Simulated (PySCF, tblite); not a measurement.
# C6H8BNO2: infrared bands, NMR shifts and electronic excitations in gas and solvents, part 1 of 2

Aim: compute the infrared bands, NMR shifts and electronic excitations of C6H8BNO2 (`c1ccn(B2OCCO2)c1`), and see what a dielectric continuum does where one was used.

Computed with tblite 0.8.0 and PySCF 2.14.0, with density-fitted response routines of our own, on a single molecule, in the gas phase or a continuum. Atoms are numbered from 0 throughout.

## 1. The starting structure

18 atoms, charge 0, multiplicity 1; geometry from: force field or distance geometry start.

Bonds of the start (Å): C0–C1 1.38, C1–C2 1.36, C2–N3 1.35, N3–B4 1.52, B4–O5 1.45, O5–C6 1.39, C6–C7 1.53, C7–O8 1.40, N3–C9 1.35, C9–C0 1.39, O8–B4 1.45, C0–H10 1.07, C1–H11 1.09, C2–H12 1.09, C6–H13 1.12, C6–H14 1.12, C7–H15 1.12, C7–H16 1.11, C9–H17 1.09.

## 2. Relaxing the molecule with GFN2-xTB

Job settings and geometry (Å):

```
{"job": {"kind": "relax", "xc": "GFN2-xTB", "basis": "xTB"}, "charge": 0, "multiplicity": 1}
C      2.697300    -1.092600    -0.125300
C      2.840300     0.217700     0.297200
C      1.688800     0.874200    -0.012800
N      0.825600     0.038900    -0.631700
B     -0.572000     0.368400    -1.131600
O     -1.237900     1.562200    -0.646500
C     -2.277900     0.988600     0.082700
C     -2.446800    -0.461700    -0.390000
O     -1.500900    -0.712700    -1.395200
C      1.429600    -1.169200    -0.689200
H      3.406000    -1.893500    -0.035900
H      3.708300     0.627800     0.802800
H      1.468300     1.923200     0.194600
H     -2.037800     1.014900     1.171400
H     -3.214000     1.573200    -0.087300
H     -3.475300    -0.613700    -0.798800
H     -2.304800    -1.178000     0.449900
H      0.994300    -2.061300    -1.132600
```

Command:

```bash
$ OMP_NUM_THREADS=1 python probes_run.py task.json out
```

The driver reads the jobs from task.json and runs them one after another.

What it wrote:

```text
step      E/eV     max force
  0    -796.41269    2.851
  1    -796.73802    1.260
  2    -796.83292    0.991
  3    -796.92360    0.943
  4    -796.97028    0.827
  5    -797.03686    0.514
  6    -797.07534    0.558
  7    -797.12064    0.572
  8    -797.16998    0.584
  9    -797.22826    0.634
 10    -797.28201    0.476
 11    -797.32547    0.432
 12    -797.35780    0.459
 13    -797.38549    0.453
 14    -797.41290    0.383
 15    -797.44233    0.453
 16    -797.46923    0.370
 17    -797.48734    0.300
 18    -797.49819    0.284
 19    -797.50565    0.267
 20    -797.51274    0.257
 21    -797.51997    0.185
 22    -797.52692    0.214
 23    -797.53410    0.258
 24    -797.54358    0.208
 25    -797.55133    0.208
 26    -797.55814    0.190
 27    -797.56594    0.247
 28    -797.57718    0.321
 29    -797.59471    0.327
 30    -797.61846    0.366
 31    -797.64385    0.377
 32    -797.66567    0.346
 33    -797.68270    0.263
 34    -797.69634    0.282
 35    -797.70644    0.289
 36    -797.71372    0.344
 37    -797.72275    0.237
 38    -797.73178    0.277
 39    -797.73935    0.230
 40    -797.74811    0.203
 41    -797.75822    0.162
 42    -797.76229    0.145
 43    -797.76517    0.105
 44    -797.76740    0.126
 45    -797.76869    0.103
 46    -797.77040    0.074
 47    -797.77127    0.070
 48    -797.77291    0.071
 49    -797.77360    0.050
 50    -797.77391    0.033
 51    -797.77407    0.029
 52    -797.77423    0.024
 53    -797.77436    0.018
 54    -797.77442    0.010
```

It took 0.41 s on 1 thread of Arm Neoverse V1, shared host.

Relaxation path: (not every step is listed)

```
step  energy from step 0 (eV)  largest force (eV/Å)
   0                   0.0000                2.8506
   1                  -0.3253                1.2603
   2                  -0.4202                0.9913
   3                  -0.5109                0.9431
   4                  -0.5576                0.8274
   5                  -0.6242                0.5143
   6                  -0.6626                0.5577
   7                  -0.7079                0.5718
   8                  -0.7573                0.5835
  12                  -0.9451                0.4588
  16                  -1.0565                0.3699
  20                  -1.1001                0.2571
  24                  -1.1309                0.2083
  28                  -1.1645                0.3205
  32                  -1.2530                0.3460
  36                  -1.3010                0.3445
  40                  -1.3354                0.2031
  44                  -1.3547                0.1262
  48                  -1.3602                0.0713
  49                  -1.3609                0.0500
  50                  -1.3612                0.0335
  51                  -1.3614                0.0292
  52                  -1.3615                0.0240
  53                  -1.3617                0.0181
  54                  -1.3617                0.0095
```

Distances of close pairs at the start and the end, largest changes first:

```
  bond  before (Å)  after (Å)  change (Å)
 N3–B4       1.520      1.431      -0.090
 B4–O5       1.450      1.369      -0.082
 B4–O8       1.450      1.369      -0.081
 C0–C1       1.384      1.418      +0.034
 C0–C9       1.390      1.359      -0.030
 C2–N3       1.351      1.376      +0.025
 N3–C9       1.352      1.376      +0.024
C7–H15       1.117      1.094      -0.023
```

The end geometry stands in the next job.

## 3. Infrared spectrum with GFN2-xTB

Job settings and geometry (Å):

```
{"job": {"kind": "ir", "xc": "GFN2-xTB", "basis": "xTB"}, "charge": 0, "multiplicity": 1}
C      2.923969    -1.024289    -0.470348
C      3.086067     0.313120    -0.027239
C      1.841727     0.843165     0.108372
N      0.906688    -0.107093    -0.231716
B     -0.513892     0.060810    -0.221042
O     -1.134621     1.226350     0.139811
C     -2.530637     1.041343     0.032138
C     -2.706635    -0.420259    -0.449053
O     -1.394131    -0.927181    -0.571931
C      1.588212    -1.248872    -0.585080
H      3.710247    -1.723905    -0.675017
H      4.016981     0.809510     0.164521
H      1.522593     1.817320     0.419036
H     -2.986553     1.215390     1.011217
H     -2.928241     1.765148    -0.685473
H     -3.200665    -0.479365    -1.423242
H     -3.255622    -1.032512     0.272269
H      1.045753    -2.122362    -0.885527
```

What it wrote:

```text
mode    cm-1     km/mol
  1      69.6      0.00
  2      88.9      1.24
  3     109.4      0.26
  4     137.2      0.00
  5     219.1      4.03
  6     361.0      0.05
  7     388.7      0.87
  8     538.9     51.31
  9     579.7      0.00
 10     613.0     49.97
 11     716.4      5.50
 12     772.3      1.08
 13     779.6      0.02
 14     789.2     20.74
 15     827.1      2.39
 16     837.3      0.36
 17     843.8      0.00
 18     848.0      1.40
 19     895.9     14.74
 20     970.2     34.24
 21    1030.9     38.76
 22    1044.8     79.03
 23    1074.8      2.83
 24    1079.0     92.96
 25    1091.4      3.56
 26    1105.8      0.00
 27    1147.7    223.76
 28    1177.1      5.25
 29    1179.7     87.49
 30    1185.1      0.01
 31    1188.3     12.65
 32    1292.9      7.18
 33    1298.1     48.71
 34    1336.8     12.07
 35    1346.0    332.65
 36    1442.3    336.06
 37    1465.1      1.23
 38    1476.1    298.00
 39    1484.1     15.55
 40    1572.4      0.24
 41    2921.2      0.15
 42    2935.9     69.82
 43    2946.0     21.71
 44    2950.2     53.20
 45    3157.9      7.97
 46    3165.0     29.74
 47    3177.5     39.39
 48    3181.1      9.33
```

It took 0.66 s on 1 thread of Arm Neoverse V1, shared host.

Which atoms move in the most intense modes:

```
cm⁻¹  km/mol                                   atoms
1045    79.0      C7 18 %, C6 18 %, O8 16 %, O5 16 %
1079    93.0    H11 15 %, H10 14 %, C7 14 %, C6 13 %
1148   223.8               B4 47 %, O8 14 %, O5 14 %
1180    87.5               B4 22 %, C0 11 %, C1 11 %
1346   332.6               C0 23 %, C1 23 %, B4 23 %
1442   336.1      N3 25 %, B4 21 %, C0 18 %, C1 18 %
1476   298.0               C9 27 %, C2 27 %, N3 13 %
2936    69.8  H16 25 %, H15 24 %, H14 22 %, H13 19 %
```

## 4. Geometry optimisation at PBE0-D3(BJ)/def2-SVP

Job settings and geometry (Å):

```
{"job": {"xc": "PBE0", "basis": "def2-SVP", "d3": "d3bj", "grid": 1, "shake": 0.01, "kind": "geom"}, "charge": 0, "multiplicity": 1}
C      2.944380    -1.049850    -0.466170
C      3.080390     0.308590    -0.029390
C      1.821530     0.840850     0.099720
N      0.939920    -0.104840    -0.235240
B     -0.516700     0.054130    -0.231590
O     -1.138530     1.231170     0.137430
C     -2.521060     1.039340     0.032380
C     -2.691180    -0.414810    -0.454110
O     -1.395960    -0.921780    -0.552580
C      1.585520    -1.251310    -0.575060
H      3.701380    -1.726820    -0.666190
H      4.022780     0.810430     0.171220
H      1.494310     1.827530     0.409440
H     -3.003240     1.218150     1.018220
H     -2.932690     1.754380    -0.685210
H     -3.201190    -0.465310    -1.415770
H     -3.253680    -1.021400     0.270210
H      1.036490    -2.116520    -0.879700
```

What it wrote:

```text
step   0  E = -462.75956728  max force = 0.060271
step   1  E = -462.76462344  max force = 0.010702
step   2  E = -462.76593766  max force = 0.008788
step   3  E = -462.76541548  max force = 0.010757
step   4  E = -462.76637805  max force = 0.006442
step   5  E = -462.76595493  max force = 0.014301
step   6  E = -462.76650584  max force = 0.004989
step   7  E = -462.76663466  max force = 0.001303
step   8  E = -462.76665175  max force = 0.001065
step   9  E = -462.76666316  max force = 0.000465
step  10  E = -462.76666191  max force = 0.000215
optimisation converged
```

Run time: 3.2 min. Hardware: 1 thread of Arm Neoverse V1, shared host; peak memory 0.75 GiB.

Relaxation path: (the energy doesn't fall at every step)

```
step  energy from step 0 (eV)  largest force component (eV/Å)
   0                   0.0000                          3.0993
   1                  -0.1376                          0.5503
   2                  -0.1733                          0.4519
   3                  -0.1591                          0.5531
   4                  -0.1853                          0.3313
   5                  -0.1738                          0.7354
   6                  -0.1888                          0.2565
   7                  -0.1923                          0.0670
   8                  -0.1928                          0.0548
   9                  -0.1931                          0.0239
  10                  -0.1931                          0.0111
```

Distances of close pairs at the start and the end, largest changes first:

```
  bond  before (Å)  after (Å)  change (Å)
C0–H10       1.035      1.089      +0.054
 C2–N3       1.336      1.382      +0.047
 N3–B4       1.465      1.437      -0.029
 N3–C9       1.359      1.382      +0.024
 C7–O8       1.394      1.417      +0.023
 B4–O5       1.381      1.363      -0.019
C9–H17       1.069      1.088      +0.018
 O5–C6       1.400      1.417      +0.018
```

The final coordinates are the input of the step that follows.

```
                         at the end point                value
  point group (found at 0.08 Å tolerance)                   C2
rotational constants (GHz, main isotopes)  4.196, 0.845, 0.710
                        dipole moment (D)                 3.30
```

## 5. NMR shieldings: PBE0/pcSseg-1

Job settings and geometry (Å):

```
{"job": {"kind": "nmr", "xc": "PBE0", "basis": "pcSseg-1"}, "charge": 0, "multiplicity": 1}
C      2.797587    -1.234560     0.182106
C      2.997748     0.147174     0.492775
C      1.791448     0.777631     0.335417
N      0.853957    -0.157991    -0.060681
B     -0.534756     0.100365    -0.322481
O     -1.093780     1.337641    -0.207801
C     -2.471876     1.215927    -0.515844
C     -2.676554    -0.273944    -0.877118
O     -1.405292    -0.875544    -0.704798
C      1.477702    -1.388349    -0.152036
H      3.546685    -2.024154     0.203523
H      3.929509     0.619571     0.798246
H      1.504040     1.817779     0.469655
H     -3.070310     1.521884     0.357231
H     -2.722326     1.889198    -1.350768
H     -3.008437    -0.411778    -1.918633
H     -3.408814    -0.769553    -0.220178
H      0.912447    -2.267945    -0.451127
```

Level: GIAO PBE0/pcSseg-1 NMR shielding, non-relativistic, gas phase.

What it wrote:

```text
coarse grid: 15800 points
cycle   1  E = -462.8340961650  dE =  1.917e+00  |g| = 7.983e-01  |ddm| = 3.900e+00
cycle   2  E = -462.7167837827  dE =  1.173e-01  |g| = 1.140e+00  |ddm| = 1.249e+00
cycle   3  E = -462.9532900285  dE = -2.365e-01  |g| = 1.003e-01  |ddm| = 7.550e-01
cycle   4  E = -462.9548577735  dE = -1.568e-03  |g| = 5.742e-02  |ddm| = 1.179e-01
cycle   5  E = -462.9555658513  dE = -7.081e-04  |g| = 1.560e-02  |ddm| = 5.193e-02
cycle   6  E = -462.9556171108  dE = -5.126e-05  |g| = 5.094e-03  |ddm| = 1.509e-02
cycle   7  E = -462.9556231100  dE = -5.999e-06  |g| = 6.833e-04  |ddm| = 4.677e-03
final grid: 154840 points
cycle   8  E = -463.0341696258  dE = -4.218e-05  |g| = 1.311e-02  |ddm| = 3.490e-02
cycle   9  E = -463.0341362175  dE =  3.341e-05  |g| = 1.901e-02  |ddm| = 1.897e-02
cycle  10  E = -463.0342034403  dE = -6.722e-05  |g| = 1.178e-03  |ddm| = 1.113e-02
cycle  11  E = -463.0342037435  dE = -3.032e-07  |g| = 2.305e-04  |ddm| = 1.044e-03
cycle  12  E = -463.0342037531  dE = -9.604e-09  |g| = 7.664e-05  |ddm| = 2.043e-04
cycle  13  E = -463.0342037540  dE = -9.398e-10  |g| = 4.712e-05  |ddm| = 1.143e-04
cycle  14  E = -463.0342037545  dE = -5.357e-10  |g| = 8.337e-06  |ddm| = 4.184e-05
converged SCF energy = -463.0342037545

GIAO shielding tensors (ppm)
atom      isotropic    diamagn.    paramagn.     s11        s22        s33       span
  0 C       66.249     258.380    -192.131    -17.472     58.218    158.001    175.474
  1 C       66.238     258.334    -192.096    -17.447     58.197    157.964    175.411
  2 C       57.481     249.635    -192.155    -26.460     62.542    136.360    162.821
  3 N       79.978     324.948    -244.970     19.295     23.416    197.224    177.929
  4 B       76.795     200.253    -123.457     72.187     78.065     80.134      7.947
  5 O      235.079     397.253    -162.174    124.241    265.477    315.520    191.279
  6 C      116.027     244.321    -128.294     78.918    103.680    165.482     86.564
  7 C      116.104     244.479    -128.375     79.145    103.725    165.441     86.297
  8 O      234.845     397.232    -162.387    124.022    265.193    315.320    191.298
  9 C       57.380     249.450    -192.070    -26.557     62.457    136.241    162.799
 10 H       24.842      30.665      -5.823     22.382     25.145     26.998      4.616
 11 H       24.846      30.737      -5.892     22.387     25.150     27.000      4.613
 12 H       24.196      31.447      -7.251     19.904     24.996     27.688      7.784
 13 H       26.933      28.050      -1.117     22.789     25.444     32.566      9.778
 14 H       26.930      27.519      -0.589     22.875     25.438     32.478      9.603
 15 H       26.934      27.557      -0.623     22.789     25.447     32.566      9.777
 16 H       26.935      27.906      -0.971     22.883     25.436     32.487      9.604
 17 H       24.187      31.295      -7.108     19.879     24.980     27.704      7.825
```

It took 41 s on 1 thread of Arm Neoverse V1, shared host; peak memory 0.96 GiB.

Shifts follow as δ = σ(reference) − σ, with reference shieldings (ppm) from runs at the same level and on the same kind of geometry: ¹H TMS 31.27, ¹³C TMS 184.4, ¹⁵N NH3 265.7, ¹⁷O H2O 334.6, ¹¹B BF3·OEt2 100.7. The references are single molecules in the gas phase, so shifts against H2O, NH3, PH3, H3PO4 or CFCl3 are not on the usual liquid scales and can be off by tens of ppm. Atoms listed in one row are averaged.

```
             atoms                                         environment  σ (ppm)  δ (ppm)  δ scaled to CDCl3
            C2, C9                 aromatic CH next to a ring nitrogen     57.4    127.0              122.8
            C0, C1                                         aromatic CH     66.2    118.2              114.2
            C6, C7                                 sp3 CH2 bonded to O    116.1     68.3               65.9
          H12, H17  hydrogen on an aromatic CH next to a ring nitrogen    24.19     7.08               6.92
          H10, H11                          hydrogen on an aromatic CH    24.84     6.42               6.30
H13, H14, H15, H16                  hydrogen on an sp3 CH2 bonded to O    26.93     4.33               4.32
                N3                          pyrrole-type ring nitrogen     80.0    185.7                  –
                B4        boron bonded to N, 2 O, in a 5-membered ring     76.8     23.9                  –
            O5, O8         oxygen bonded to C, B, in a 5-membered ring    235.0     99.6                  –
```

The scaled column applies a straight-line fit of computed shieldings to shifts measured in CDCl3 (root-mean-square error 0.21 ppm for H, 2.0 ppm for C).

Charges from the same density, by scheme (e):

```
 atoms  Mulliken    IAO  Hirshfeld  ESP fit
C0, C1     -0.17  -0.21      -0.09    -0.20
C2, C9      0.13  -0.10      -0.03    -0.18
    N3     -0.56  -0.17      -0.08    -0.22
    B4      0.68   0.54       0.27     0.94
O5, O8     -0.49  -0.42      -0.19    -0.50
C6, C7      0.02  -0.07       0.01     0.01
```

Mayer bond orders: C0–C1 1.29, C1–C2 1.57, C2–N3 1.11, N3–B4 0.98, B4–O5 1.15, O5–C6 0.89, C6–C7 1.05, C7–O8 0.89, N3–C9 1.11, C9–C0 1.57, O8–B4 1.15.

Ring of atoms C0, C1, C2, N3, C9: NICS(0) -12.2, NICS(1) -10.5, NICS(1)zz -27.5 ppm (means of both faces).

Ring of atoms B4, O5, C6, C7, O8: NICS(0) -5.3, NICS(1) -1.7, NICS(1)zz -3.3 ppm (means of both faces).

## 6. TDDFT and polarisability: CAM-B3LYP/def2-SVPD

Settings changed since step 5:

```diff
@@ -1,2 +1,2 @@
-{"job": {"kind": "nmr", "xc": "PBE0", "basis": "pcSseg-1"}, "charge": 0, "multiplicity": 1}
+{"job": {"kind": "uv", "xc": "CAM-B3LYP", "basis": "def2-SVPD", "ip": true, "dynamic": false}, "charge": 0, "multiplicity": 1}
 C      2.797587    -1.234560     0.182106
```

Level: TDDFT CAM-B3LYP/def2-SVPD, vertical, gas phase, core orbitals frozen in the response.

What it wrote:

```text
coarse grid: 15800 points
cycle   1  E = -462.8532609633  dE =  2.151e+00  |g| = 8.235e-01  |ddm| = 1.054e+01
cycle   2  E = -462.8023606848  dE =  5.090e-02  |g| = 1.022e+00  |ddm| = 2.817e+00
cycle   3  E = -462.9898417111  dE = -1.875e-01  |g| = 6.309e-02  |ddm| = 1.289e+00
cycle   4  E = -462.9904479325  dE = -6.062e-04  |g| = 3.945e-02  |ddm| = 1.804e-01
cycle   5  E = -462.9907773292  dE = -3.294e-04  |g| = 9.260e-03  |ddm| = 8.229e-02
cycle   6  E = -462.9907936624  dE = -1.633e-05  |g| = 3.338e-03  |ddm| = 2.585e-02
cycle   7  E = -462.9907963022  dE = -2.640e-06  |g| = 5.080e-04  |ddm| = 9.895e-03
final grid: 154840 points
cycle   8  E = -463.0887385058  dE = -5.353e-05  |g| = 4.167e-03  |ddm| = 1.658e-01
cycle   9  E = -463.0887389913  dE = -4.855e-07  |g| = 4.236e-03  |ddm| = 2.129e-02
cycle  10  E = -463.0887429244  dE = -3.933e-06  |g| = 4.372e-04  |ddm| = 8.542e-03
cycle  11  E = -463.0887429522  dE = -2.779e-08  |g| = 2.748e-04  |ddm| = 1.033e-03
cycle  12  E = -463.0887429668  dE = -1.454e-08  |g| = 3.296e-05  |ddm| = 5.226e-04
cycle  13  E = -463.0887429670  dE = -2.390e-10  |g| = 1.639e-05  |ddm| = 1.330e-04
converged SCF energy = -463.0887429670

Static polarisability (au): isotropic 92.530, principal 62.780 91.278 123.533

Singlet excitations
state   eV       nm        f      main configurations
  1   5.8310    212.6   0.07887   H->L+1 0.97
  2   5.8698    211.2   0.00009   H->L 0.79, H->L+2 0.14
  3   6.4067    193.5   0.16225   H-1->L+1 0.77, H->L+8 0.10, H->L+9 0.09
  4   6.8076    182.1   0.01273   H-1->L 0.69, H-1->L+2 0.11, H->L+6 0.09
  5   6.8309    181.5   0.00000   H->L+4 0.63, H->L+2 0.18, H->L 0.13
  6   7.0508    175.8   0.03132   H->L+6 0.48, H->L+3 0.34, H-1->L 0.14
  7   7.3491    168.7   0.04978   H->L+5 0.69, H->L+11 0.25
  8   7.3890    167.8   0.00007   H-2->L 0.82
  9   7.4418    166.6   0.00012   H->L+2 0.54, H->L+4 0.19
 10   7.5843    163.5   0.00001   H->L+7 0.74, H->L+12 0.13

Triplet excitations (Tamm-Dancoff, eV): 3.8926 5.1310 5.8304 5.9888
Vertical ionisation energy (delta-SCF) = 8.1550 eV
```

Wall time 3.6 min (1 thread of Arm Neoverse V1, shared host); peak memory 1.3 GiB.

Frontier orbitals and where they lie:

```
orbital      eV                       atoms
 HOMO−3  -11.42   C6 22 %, C7 22 %, O8 18 %
 HOMO−2   -9.80    O8 29 %, O5 28 %, C7 9 %
 HOMO−1   -8.42   N3 26 %, C0 24 %, C1 24 %
   HOMO   -7.42   C2 27 %, C9 27 %, C1 15 %
   LUMO    0.79   B4 43 %, C6 10 %, C7 10 %
 LUMO+1    1.31   C9 16 %, C2 16 %, B4 14 %
 LUMO+2    1.60  C7 12 %, C6 12 %, H14 11 %
```

With each of the 10 states as a Gaussian band of 0.4 eV half-width at 1/e, the curve within the window shown has maxima at 194 nm (ε 7,300) L/(mol cm). Beyond the last state computed it falls off for lack of states. The curve at chosen wavelengths:

```tsv
nm	ε (L/mol/cm)
157	356
160	862
163	1602
166	2375
170	3055
173	3223
176	3288
179	3535
182	4164
185	5152
189	6537
192	7166
195	7235
198	6823
201	6168
204	5493
208	4737
211	4249
214	3754
217	3211
220	2628
223	2045
227	1349
230	930
233	611
236	383
```

Further results of this job:

```
           property  computed
  dipole moment (D)      3.21
polarisability (Å³)     13.71
 HOMO–LUMO gap (eV)      8.21
      −ε(HOMO) (eV)      7.42
```

(Continued in part 2 of 2.)
